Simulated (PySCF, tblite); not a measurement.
# C9H12Se: excited states, part 2 of 2

tblite 0.8.0 and PySCF 2.14.0. Atoms count from 0. Earlier steps stand in the parts before.

## (7) Excited states: TDA mPW1PW91/def2-SVP in chloroform

Job settings and geometry (Å):

```
{"job": {"kind": "states", "xc": "mPW1PW91", "basis": "def2-SVP", "tda": true, "soc": true, "nstates": 6, "ntriplets": 4, "nquad": 4, "solvent": "chloroform"}, "charge": 0, "multiplicity": 1}
C      3.284625     0.660312     1.083670
Se     1.414510     1.196352     1.068510
C      0.734581    -0.102619    -0.118042
C      1.384738    -1.092530    -0.760685
C      0.429351    -1.830121    -1.557414
C     -0.790554    -1.299003    -1.404433
C     -0.723076    -0.138997    -0.468191
C     -1.754787    -0.151444     0.686491
C     -2.581981     0.910951    -0.044604
C     -1.389529     1.164845    -0.972426
H      3.691105     0.749821     0.079699
H      3.804900     1.333802     1.759283
H      3.360339    -0.362445     1.443497
H      2.432855    -1.326570    -0.716223
H      0.695653    -2.673671    -2.169891
H     -1.708127    -1.619552    -1.861610
H     -2.232052    -1.110242     0.874318
H     -1.313432     0.224221     1.609758
H     -2.912412     1.756660     0.553954
H     -3.437561     0.488814    -0.567556
H     -0.808065     2.039461    -0.680057
H     -1.591494     1.201341    -2.040271
```

With the program's defaults for keys left out, this is: TDA mPW1PW91/def2-SVP excited states, vertical, IEF-PCM chloroform (non-equilibrium response), spin-orbit mean-field couplings.

The log of the run:

```text
coarse grid: 83616 points
cycle   1  E = -2751.1925314589  dE =  6.007e-01  |g| = 4.054e-01  |ddm| = 5.345e+00
cycle   2  E = -2751.1900280187  dE =  2.503e-03  |g| = 4.280e-01  |ddm| = 1.025e+00
cycle   3  E = -2751.2378553139  dE = -4.783e-02  |g| = 6.448e-02  |ddm| = 5.553e-01
cycle   4  E = -2751.2386406483  dE = -7.853e-04  |g| = 3.913e-02  |ddm| = 1.304e-01
cycle   5  E = -2751.2390077874  dE = -3.671e-04  |g| = 9.370e-03  |ddm| = 5.075e-02
cycle   6  E = -2751.2390294993  dE = -2.171e-05  |g| = 3.291e-03  |ddm| = 1.558e-02
cycle   7  E = -2751.2390316748  dE = -2.175e-06  |g| = 5.316e-04  |ddm| = 3.478e-03
final grid: 178416 points
cycle   8  E = -2751.2390484454  dE = -4.569e-08  |g| = 7.350e-04  |ddm| = 4.967e-03
cycle   9  E = -2751.2390482528  dE =  1.926e-07  |g| = 1.144e-03  |ddm| = 1.928e-03
cycle  10  E = -2751.2390485812  dE = -3.284e-07  |g| = 1.033e-04  |ddm| = 1.176e-03
cycle  11  E = -2751.2390485839  dE = -2.641e-09  |g| = 1.373e-05  |ddm| = 1.304e-04
cycle  12  E = -2751.2390485839  dE = -4.411e-11  |g| = 8.111e-06  |ddm| = 3.268e-05
converged SCF energy = -2751.2390485839

Singlet excitations
state   eV       nm        f     d(h-e)  d(exc)  Lambda  PR(NTO)  |dmu|/D   mu/D   main configurations
  1   4.3278   286.5   0.28554   1.334   3.298   0.750   1.050    3.829    4.356   H->L 0.97
  2   4.7914   258.8   0.00066   1.283   3.275   0.450   1.003    4.209    3.976   H->L+1 0.97
  3   5.9275   209.2   0.01744   0.549   3.238   0.729   1.160    1.867    2.466   H-1->L 0.91
  4   6.1873   200.4   0.00014   0.814   3.344   0.549   1.053    2.467    2.141   H->L+2 0.94
  5   6.4744   191.5   0.02939   0.808   3.006   0.707   1.804                     H-2->L 0.66, H->L+4 0.31
  6   6.6413   186.7   0.00155   1.272   3.512   0.456   1.579                     H-1->L+1 0.73, H-4->L 0.09, H->L+3 0.09

Triplet excitations (Tamm-Dancoff)
state   eV     d(h-e)  d(exc)  Lambda  PR(NTO)   main configurations
  1   2.6279   0.351   2.747   0.749   1.046   H->L 0.90
  2   4.3901   0.998   3.063   0.450   1.007   H->L+1 0.91
  3   4.6358   0.656   2.685   0.723   1.599   H-1->L 0.56, H->L+4 0.21, H-2->L 0.10
  4   5.2977   1.376   3.205   0.712   1.684   H-1->L 0.33, H-2->L 0.26, H->L+4 0.23
S1 - T1 = 1.6999 eV

Spin-orbit couplings |<S|Hso|T>| (cm-1)
             T1       T2       T3       T4
S0        1.761  602.496   12.109   10.301
S1        1.028  110.641    2.365    0.796
S2       99.052    4.951   52.926   15.640
S3        0.841   60.842    1.806    1.090
S4      132.035  241.188   90.832   38.331
S5        0.593   43.365    1.715    2.096
S6       66.122    7.020   56.471   69.908
T1 sublevels (cm-1): 0.000 0.691 0.751   radiative rates (1/s): 6.24 9.27 12.4
```

It took 58 s on 1 thread of Arm Neoverse V2, shared host; peak memory 1.2 GiB.

In short:

```csv
quantity,value
S1 less T1,1.70 eV
```

## (8) Excited states: TDA PBE/def2-SVP

Settings changed since step 7:

```diff
@@ -1,2 +1,2 @@
-{"job": {"kind": "states", "xc": "mPW1PW91", "basis": "def2-SVP", "tda": true, "soc": true, "nstates": 6, "ntriplets": 4, "nquad": 4, "solvent": "chloroform"}, "charge": 0, "multiplicity": 1}
+{"job": {"kind": "states", "xc": "PBE", "basis": "def2-SVP", "tda": true, "soc": true, "nstates": 6, "ntriplets": 4, "nquad": 4, "frozen_core": false, "scf": {"level_shift": 0.2}}, "charge": 0, "multiplicity": 1}
 C      3.284625     0.660312     1.083670
```

With the program's defaults for keys left out, this is: TDA PBE/def2-SVP excited states, vertical, gas phase, spin-orbit mean-field couplings.

The log of the run:

```text
final grid: 178416 points
cycle   1  E = -2750.2438086450  dE =  1.757e-01  |g| = 3.991e-01  |ddm| = 5.430e+00
cycle   2  E = -2750.2637747476  dE = -1.997e-02  |g| = 3.355e-01  |ddm| = 8.768e-01
cycle   3  E = -2750.2892382373  dE = -2.546e-02  |g| = 5.513e-02  |ddm| = 3.132e-01
cycle   4  E = -2750.2900922622  dE = -8.540e-04  |g| = 2.588e-02  |ddm| = 1.110e-01
cycle   5  E = -2750.2902169987  dE = -1.247e-04  |g| = 5.842e-03  |ddm| = 2.972e-02
cycle   6  E = -2750.2902279064  dE = -1.091e-05  |g| = 2.378e-03  |ddm| = 1.146e-02
cycle   7  E = -2750.2902291261  dE = -1.220e-06  |g| = 1.263e-03  |ddm| = 4.187e-03
cycle   8  E = -2750.2902296115  dE = -4.854e-07  |g| = 4.395e-04  |ddm| = 2.461e-03
cycle   9  E = -2750.2902296769  dE = -6.533e-08  |g| = 1.543e-04  |ddm| = 1.014e-03
cycle  10  E = -2750.2902296886  dE = -1.177e-08  |g| = 5.345e-05  |ddm| = 3.956e-04
cycle  11  E = -2750.2902296910  dE = -2.376e-09  |g| = 2.335e-05  |ddm| = 2.054e-04
cycle  12  E = -2750.2902296916  dE = -6.148e-10  |g| = 1.367e-05  |ddm| = 1.010e-04
level shift removed, Fock matrix diagonalised once more
converged SCF energy = -2750.2902296916

Singlet excitations
state   eV       nm        f     d(h-e)  d(exc)  Lambda  PR(NTO)  |dmu|/D   mu/D   main configurations
  1   4.0160   308.7   0.21338   1.887   3.562   0.755   1.067    3.447    4.058   H->L 0.89
  2   4.1594   298.1   0.00077   1.931   3.699   0.450   1.003    4.973    4.512   H->L+1 0.99
  3   5.3686   230.9   0.01566   0.136   3.279   0.734   1.342    0.941    1.605   H-1->L 0.77, H->L+4 0.12
  4   5.5376   223.9   0.00047   0.346   4.046   0.504   1.069    1.440    2.096   H->L+2 0.75, H->L+3 0.20
  5   5.6377   219.9   0.00117   1.433   4.247   0.368   1.054                     H->L+3 0.79, H->L+2 0.17
  6   5.8084   213.5   0.00001   0.741   4.313   0.340   1.017                     H->L+5 0.99

Triplet excitations (Tamm-Dancoff)
state   eV     d(h-e)  d(exc)  Lambda  PR(NTO)   main configurations
  1   2.5643   0.631   2.977   0.767   1.014   H->L 0.97
  2   3.8774   1.551   3.459   0.449   1.002   H->L+1 0.99
  3   4.2940   1.310   3.168   0.744   1.054   H-1->L 0.94
  4   4.9963   0.676   2.930   0.717   1.991   H->L+4 0.51, H-2->L 0.38
S1 - T1 = 1.4518 eV

Spin-orbit couplings |<S|Hso|T>| (cm-1)
             T1       T2       T3       T4
S0        2.277  507.598    5.820   13.285
S1        3.275  113.493    0.882    3.137
S2      116.436    3.486   11.665   31.831
S3        1.826   41.821    1.973    0.535
S4      110.555  194.782   41.308   20.689
S5       77.857  122.088   31.706   13.633
S6       30.093   50.064   15.952    6.011
T1 sublevels (cm-1): 0.000 0.735 1.021   radiative rates (1/s): 2.08 5.25 42.5
```

Run time: 75 s. Hardware: 1 thread of Arm Neoverse V2, shared host; peak memory 1 GiB.

Key values:

```csv
quantity,value
S1 less T1,1.45 eV
```

## (9) Excited states: TDA wB97X-D/6-31G

Settings changed since step 8:

```diff
@@ -1,2 +1,2 @@
-{"job": {"kind": "states", "xc": "PBE", "basis": "def2-SVP", "tda": true, "soc": true, "nstates": 6, "ntriplets": 4, "nquad": 4, "frozen_core": false, "scf": {"level_shift": 0.2}}, "charge": 0, "multiplicity": 1}
+{"job": {"kind": "states", "xc": "wB97X-D", "basis": "6-31G", "tda": true, "soc": true, "nstates": 6, "ntriplets": 4, "nquad": 4}, "charge": 0, "multiplicity": 1}
 C      3.284625     0.660312     1.083670
```

With the program's defaults for keys left out, this is: TDA wB97X-D/6-31G excited states, vertical, gas phase, spin-orbit mean-field couplings.

The log of the run:

```text
coarse grid: 83616 points
cycle   1  E = -2751.1217239424  dE =  1.232e+00  |g| = 3.208e-01  |ddm| = 4.572e+00
cycle   2  E = -2751.1458063316  dE = -2.408e-02  |g| = 1.969e-01  |ddm| = 7.467e-01
cycle   3  E = -2751.1538008441  dE = -7.995e-03  |g| = 5.199e-02  |ddm| = 2.505e-01
cycle   4  E = -2751.1544580670  dE = -6.572e-04  |g| = 2.617e-02  |ddm| = 1.058e-01
cycle   5  E = -2751.1546378353  dE = -1.798e-04  |g| = 3.727e-03  |ddm| = 3.913e-02
cycle   6  E = -2751.1546442750  dE = -6.440e-06  |g| = 1.828e-03  |ddm| = 9.772e-03
final grid: 178416 points
cycle   7  E = -2751.1533267676  dE = -1.977e-06  |g| = 1.976e-03  |ddm| = 7.714e-03
cycle   8  E = -2751.1533266180  dE =  1.496e-07  |g| = 2.270e-03  |ddm| = 4.869e-03
cycle   9  E = -2751.1533279511  dE = -1.333e-06  |g| = 2.018e-04  |ddm| = 2.735e-03
cycle  10  E = -2751.1533279760  dE = -2.492e-08  |g| = 1.049e-04  |ddm| = 4.612e-04
cycle  11  E = -2751.1533279858  dE = -9.781e-09  |g| = 3.057e-05  |ddm| = 4.351e-04
cycle  12  E = -2751.1533279863  dE = -4.857e-10  |g| = 1.496e-05  |ddm| = 7.629e-05
converged SCF energy = -2751.1533279863

Singlet excitations
state   eV       nm        f     d(h-e)  d(exc)  Lambda  PR(NTO)  |dmu|/D   mu/D   main configurations
  1   4.7974   258.4   0.24039   0.984   3.088   0.748   1.066    2.941    3.214   H->L 0.96
  2   5.0468   245.7   0.00017   0.953   3.005   0.451   1.005    3.205    3.331   H->L+1 0.90
  3   6.3256   196.0   0.00037   0.889   3.092   0.545   1.037    2.855    3.038   H->L+2 0.94
  4   6.5114   190.4   0.02738   0.646   3.164   0.727   1.152    1.927    2.200   H-1->L 0.90
  5   6.9398   178.7   0.02956   0.812   2.891   0.718   1.814                     H-2->L 0.65, H->L+3 0.30
  6   7.2069   172.0   0.00029   0.522   3.096   0.461   1.598                     H-4->L 0.48, H-1->L+1 0.18, H-5->L 0.14

Triplet excitations (Tamm-Dancoff)
state   eV     d(h-e)  d(exc)  Lambda  PR(NTO)   main configurations
  1   2.8410   0.268   2.596   0.746   1.056   H->L 0.85, H-1->L 0.10
  2   4.6510   0.787   2.875   0.450   1.006   H->L+1 0.85, H-1->L+1 0.12
  3   4.9556   0.315   2.429   0.719   1.818   H-1->L 0.37, H->L+3 0.28, H-2->L 0.18
  4   5.6952   0.575   2.895   0.546   1.019   H->L+2 0.90
S1 - T1 = 1.9564 eV

Spin-orbit couplings |<S|Hso|T>| (cm-1)
             T1       T2       T3       T4
S0        1.825  672.087   10.518  521.958
S1        1.966   92.165    2.676   71.798
S2       85.492   12.419   55.023  279.121
S3      106.562  262.281   74.401   13.369
S4        0.975   80.311    1.469   75.938
S5        0.555   42.216    0.753   26.597
S6      121.891   10.853  116.517    3.513
T1 sublevels (cm-1): 0.000 0.591 0.646   radiative rates (1/s): 25.2 0.0215 8.85
```

It took 32 s on 1 thread of Arm Neoverse V2, shared host; peak memory 0.82 GiB.

In short:

```csv
quantity,value
S1 less T1,1.96 eV
```

## (10) Outcome

What follows sums up all 2 parts.

| quantity | value |
| --- | --- |
| strongest single infrared mode (GFN2-xTB) | 1521 cm⁻¹, 69 km/mol |
| zero-point energy (GFN2-xTB) | 112.9 kcal/mol |
| S1 less T1 (step 4, TDA wB97X-D/def2-SVP) | 1.86 eV |
| S1 less T1 (step 5, TDA wB97X-D/cc-pVDZ) | 1.83 eV |
| S1 less T1 (step 6, TDA HF/def2-SVP) | 2.72 eV |
| S1 less T1 (step 7, TDA mPW1PW91/def2-SVP in chloroform) | 1.70 eV |
| S1 less T1 (step 8, TDA PBE/def2-SVP) | 1.45 eV |
| S1 less T1 (step 9, TDA wB97X-D/6-31G) | 1.96 eV |

All 60 modes are real, so the xTB geometry is a minimum. The strongest single mode, at 1521 cm⁻¹, moves mainly C2 and C3. GFN2-xTB is a fitted tight-binding method: band positions and strengths are rough. Its intensities can rank the bands wrongly. Scalar relativity is left out for the heavy atoms. In step 4, the number of triplets below S1 is 2, and the largest singlet-triplet spin-orbit coupling is S0–T2, 678.46 cm⁻¹. In step 5, the number of triplets below S1 is 2, and the largest singlet-triplet spin-orbit coupling is S0–T2, 640.55 cm⁻¹. In step 6, the number of triplets below S1 is 3, and the largest singlet-triplet spin-orbit coupling is S0–T3, 684.62 cm⁻¹. In step 7, the number of triplets below S1 is 1, and the largest singlet-triplet spin-orbit coupling is S0–T2, 602.50 cm⁻¹. In step 8, the number of triplets below S1 is 2, and the largest singlet-triplet spin-orbit coupling is S0–T2, 507.60 cm⁻¹. In step 9, the number of triplets below S1 is 2, and the largest singlet-triplet spin-orbit coupling is S0–T2, 672.09 cm⁻¹.
